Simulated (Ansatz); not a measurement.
**C₄H₈Ge: a ladder of functionals and wavefunction methods**

Aim: compute C₄H₈Ge with functionals from several rungs and with coupled cluster. The yardstick is the atomisation energy at the CCSD(T) limit.

Program: Ansatz 0.2.0, Gaussian basis. Level of theory: functionals in def2-TZVPP, the program's frozen cores in correlated methods. These are calculated values, not measurements.

Plan: PBE-D4, r2SCAN-D4, PBE0-D4, B3LYP-D4, ωB97X-V, ωB97M-V, B2PLYP; CCSD(T)/def2-TZVPP; MP2/def2-QZVPP; extrapolation to the limit.

## 1. The geometry

An earlier PBE0-D4 in a triple-zeta def2 set relaxation fixed the geometry.

13 atoms, charge 0, spin multiplicity 1.

Atoms are counted from 1 here; the program's logs count them from 0.

Bond lengths: C1–C2 1.201 Å, C1–H6 1.064 Å, C2–C3 1.454 Å, C3–C4 1.530 Å, C3–H7 1.096 Å, C3–H8 1.096 Å, C4–Ge5 1.961 Å, C4–H9 1.092 Å, C4–H10 1.092 Å, Ge5–H11 1.537 Å, Ge5–H12 1.540 Å, Ge5–H13 1.540 Å. Angles: C2–C1–H6 179.6°, C1–C2–C3 178.6°, C2–C3–C4 112.6°, C2–C3–H7 108.8°, C2–C3–H8 108.8°, C4–C3–H7 110.2°, C4–C3–H8 110.2°, H7–C3–H8 106.0°, C3–C4–Ge5 112.8°, C3–C4–H9 110.0°, C3–C4–H10 110.0°, Ge5–C4–H9 108.5°, Ge5–C4–H10 108.5°, H9–C4–H10 106.8°, C4–Ge5–H11 110.4°, C4–Ge5–H12 109.9°, C4–Ge5–H13 109.9°, H11–Ge5–H12 109.1° and more.

## 2. PBE-D4 (GGA)

Contents of in.yaml:

```yaml
crystal:
  periodic: [false, false, false]
  atoms:
    - {symbol: C, position_ang: [-1.697753, 2.316588, 1.363068]}
    - {symbol: C, position_ang: [-1.152280, 1.280866, 1.096258]}
    - {symbol: C, position_ang: [-0.478859, 0.041752, 0.742476]}
    - {symbol: C, position_ang: [0.304858, 0.151264, -0.567177]}
    - {symbol: Ge, position_ang: [1.212746, -1.517905, -1.052865]}
    - {symbol: H, position_ang: [-2.184240, 3.231311, 1.605725]}
    - {symbol: H, position_ang: [0.191421, -0.242395, 1.561270]}
    - {symbol: H, position_ang: [-1.224886, -0.757458, 0.670645]}
    - {symbol: H, position_ang: [1.053165, 0.943450, -0.489823]}
    - {symbol: H, position_ang: [-0.366844, 0.430245, -1.382344]}
    - {symbol: H, position_ang: [1.978437, -1.346455, -2.374916]}
    - {symbol: H, position_ang: [0.179774, -2.648873, -1.212665]}
    - {symbol: H, position_ang: [2.204959, -1.917191, 0.055147]}
basis:
  gaussian: {orbitals: def2-TZVPP}
hamiltonian: {xc: pbe, dispersion: d4}
output: {forces: true, orbitals: {seedname: orbitals}}
```

The run is started by

```bash
$ ansatz run in.yaml --threads 2 --pin off --events-out ev --progress --plain --max-ram 22528MiB --backend cuda --devices 0, --max-vram 18GiB
```

The runs that follow: r2SCAN-D4 (meta-GGA); PBE0-D4 (hybrid); B3LYP-D4 (hybrid); ωB97X-V (range-separated); ωB97M-V (range-separated); B2PLYP (double hybrid); CCSD(T) in def2-TZVPP; MP2 in def2-QZVPP.

**Question.** What will the summary of the whole plan be? Wanted: atomisation energy, CCSD(T)/CBS; farthest; mean size of error, hybrid; mean size of error, range-separated; gap, smallest and largest; T1 diagnostic; triples share of the correlation energy.

**Answer**, as computed:

```
                               quantity                                                   value
        atomisation energy, CCSD(T)/CBS                                           4925.2 kJ/mol
 functionals within 49.3 kJ/mol (1.0 %)  r2SCAN-D4, PBE0-D4, B3LYP-D4, ωB97X-V, ωB97M-V, B2PLYP
                               farthest                                   PBE-D4 (+81.1 kJ/mol)
             mean size of error, hybrid                                             12.8 kJ/mol
    mean size of error, range-separated                                              3.8 kJ/mol
              gap, smallest and largest                    6.20 eV (PBE-D4), 12.55 eV (ωB97X-V)
                          T1 diagnostic                                                  0.0113
triples share of the correlation energy                                                   4.2 %
```

What this shows: PBE-D4 is off by +81.1 kJ/mol. Double hybrids carry the basis error of their MP2 part in triple zeta, and no dispersion term here, so their miss is partly the set-up's. Misses under about 49.3 kJ/mol are within the doubt on the reference itself, which lacks core-valence correlation, relativity and higher excitations, and its outer-core shells are covered unevenly. Hartree-Fock recovers 74 % of the binding; the rest is correlation. Orbital gaps span 6.2 to 12.5 eV; exact exchange widens them. Correlated methods include outer-core shells of Ge, which these sets cover unevenly.
